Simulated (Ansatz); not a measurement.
a series on the CsCl structure: LiBe, LiMg, LiCa, SrLi, a table of relaxed lattice constants and trends

Computed with Ansatz 0.2.0, Python API.

Run as a notebook:

```python
import warnings

import ansatz as az
import numpy as np
from tabulate import tabulate
```

```python
XC = "lda"
CUTOFF_EV = 320
TOLERANCE = 1e-08
MAX_ITERATIONS = 60
K_SPACING = 0.26
FILLING = "gaussian"
WIDTH_EV = 0.05
```

```python
def cscl(first, second, a):
    return (
        az.Lattice.cubic(a)
        .space_group(221)
        .atom(first, (0, 0, 0))
        .atom(second, (0.5, 0.5, 0.5))
    )
```

```python
def ground_state(name, crystal, relax=True):
    calc = (
        crystal.calculation()
        .functional(XC)
        .basis(CUTOFF_EV)
        .accuracy("low")
        .scf(tolerance=TOLERANCE, max_iterations=MAX_ITERATIONS)
        .kpoints(spacing=K_SPACING)
        .occupations(FILLING, width=WIDTH_EV)
        .stress()
        .band_table()
    )
    if relax:
        calc = calc.relax(force_tolerance=0.01, max_steps=40, cell=True)
    return calc.run()
```

```python
def bulk_modulus(name, outcome, step=0.01):
    # B = -V dP/dV from the pressures of two uniformly scaled cells, atoms held at their fractions
    pressure = []
    for factor in (1 - step, 1.0, 1 + step):
        cell = az.Crystal(lattice=az.Lattice.of(outcome.lattice.cell_ang * factor ** (1 / 3)))
        for site in outcome.report["lattice"]["sites"]:
            cell = cell.atom(site["symbol"], site["position_frac"])
        pressure.append(np.trace(ground_state(name, cell, relax=False).report["stress_gpa"]) / 3)
    slope, bend = (pressure[0] - pressure[2]) / (2 * step), abs(pressure[0] + pressure[2] - 2 * pressure[1])
    # a jump of mesh or basis between the cells shows as a kink: no modulus then
    return float(slope) if bend < 12 * step**2 * abs(slope) + 0.15 and abs(pressure[1]) < 1.5 else float("nan")
```

```python
def relaxed_twice(name, crystal):
    # the second pass draws mesh and plane waves anew for the relaxed cell
    first = ground_state(name, crystal)
    again = az.Crystal(lattice=az.Lattice.of(first.lattice.cell_ang))
    for site in first.report["lattice"]["sites"]:
        again = again.atom(site["symbol"], site["position_frac"])
    return ground_state(name, again)
```

```python
def volume_per_atom(outcome):
    return abs(np.linalg.det(outcome.lattice.cell_ang)) / len(outcome.lattice.sites)

# the lattice constants below are starting guesses
warnings.simplefilter("ignore", az.DeckWarning)

phases = {}
phases["LiBe"] = cscl("Li", "Be", 2.81)
phases["LiMg"] = cscl("Li", "Mg", 3.38)
phases["LiCa"] = cscl("Li", "Ca", 3.82)
phases["SrLi"] = cscl("Li", "Sr", 4.05)
```

```python
done = {}
for name, crystal in phases.items():
    try:
        done[name] = relaxed_twice(name, crystal)
    except az.NonConvergedError as error:
        print(name, "did not converge:", str(error)[:120])
```

    

```python
rows = [(name, float(np.linalg.norm(o.lattice.cell_ang[0])), volume_per_atom(o), bulk_modulus(name, o)) for name, o in done.items()]
print(tabulate(rows, headers=["compound", "a (A)", "V (A^3/atom)", "B (GPa)"], floatfmt=".4f", tablefmt="simple"))
```

    compound      a (A)    V (A^3/atom)    B (GPa)
    ----------  -------  --------------  ---------
    LiBe         2.7604         10.5168    52.9978
    LiMg         3.3562         18.9022    28.9151
    LiCa         3.8563         28.6736    18.3967
    SrLi         4.0871         34.1359    15.2620

From smallest to largest: LiBe (10.52 Å³), LiMg (18.90 Å³), LiCa (28.67 Å³) and SrLi (34.14 Å³). The largest is 225 % above the smallest.

Caveats:
- The settings weren't tested for convergence.
- The cutoff lies under the one recommended for these potentials.
- Under the recommended cutoff a pressure can be off by several GPa, even in sign.
- The program warned that this SCF threshold is loose for forces or stresses.
- The bulk modulus is taken at fixed shape and positions, an upper value where these are free.
- Pressure is positive in compression.
- The cells are built on a prototype by substitution; a member may or may not take this structure in nature.
- The script silences the warnings on its input, which a real study should read.
- The whole script took 19 s on 1 thread of AMD EPYC 7B13 (Zen 3), on a shared host, peak memory 0.39 GiB.

(Lines on the test bed's own set-up are left out of the output.)
